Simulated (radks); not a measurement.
# Valence configurations of Gd⁺

An exercise on one series of results from a longer session: the logs are not shown, and one member is left open.

The numbers are computed with radks (a radial shooting solver on a logarithmic mesh, Libxc functionals) version 1 (Dirac Kohn-Sham, PBE, spin-unpolarised, spherical densities, point nucleus; open shells are shared between the two j in proportion to 2j + 1), except any that are marked as measured or tabulated.

### Starting point

| Quantity | Value |
| --- | --- |
| element | gadolinium (Z = 64) |
| charge | +1 |
| electrons | 63 |
| configuration | [Xe] 4f7 5d1 6s1 |
| others tried | 4f7 6s2; 4f7 5d0.5 6s1.5; 4f8 6s1; 4f7 5d0.5 6s1 6p0.5; 4f7 5d2; 4f7 5d1.5 6s0.5; 4f7.5 5d0.5 6s1; 4f7 5d1 6p1; 4f6.5 5d1 6s1 6p0.5 |

Outer shells as boxes (Hund's rule):

Gd⁺
```
[Xe] core
4f [↑ ][↑ ][↑ ][↑ ][↑ ][↑ ][↑ ]
5d [↑ ][  ][  ][  ][  ]
6s [↑ ]
```

Set-up of the first run:

Settings of this run:

```text
Z 64
configuration [Xe] 4f7 5d1 6s1
relativity Dirac
functional pbe,pbe
spin unpolarised
j_filling average
nucleus point
c 137.035999084
```

Steps of the session up to this table: [Xe] 4f7 5d1 6s1.

One table of the session follows, with a row left open; its other results are not shown here.

It belongs to the step «[Xe] 4f7 5d1 6s1». From the orbitals of this run (lengths in bohr):

| level | <r> | outermost maximum (interpolated) | 90 % within | nodes |
| --- | --- | --- | --- | --- |
| 5s1/2 | ? | ? | ? | ? |
| 5p1/2 | 1.494 | 1.30 | 2.19 | 3 |
| 5p3/2 | 1.588 | 1.38 | 2.33 | 3 |
| 4f5/2 | 0.8579 | 0.564 | 1.47 | 0 |
| 4f7/2 | 0.8705 | 0.569 | 1.49 | 0 |
| 6s1/2 | 3.663 | 3.22 | 5.32 | 5 |
| 5d3/2 | 2.522 | 1.90 | 3.99 | 2 |
| 5d5/2 | 2.588 | 1.94 | 4.10 | 2 |

Estimate the missing values for 5s1/2.

The run gave: <r>: 1.333; outermost maximum (interpolated): 1.20; 90 % within: 1.92; nodes: 4. In the column «<r>» it lies between 4f7/2 (0.8705) and 5p1/2 (1.494).
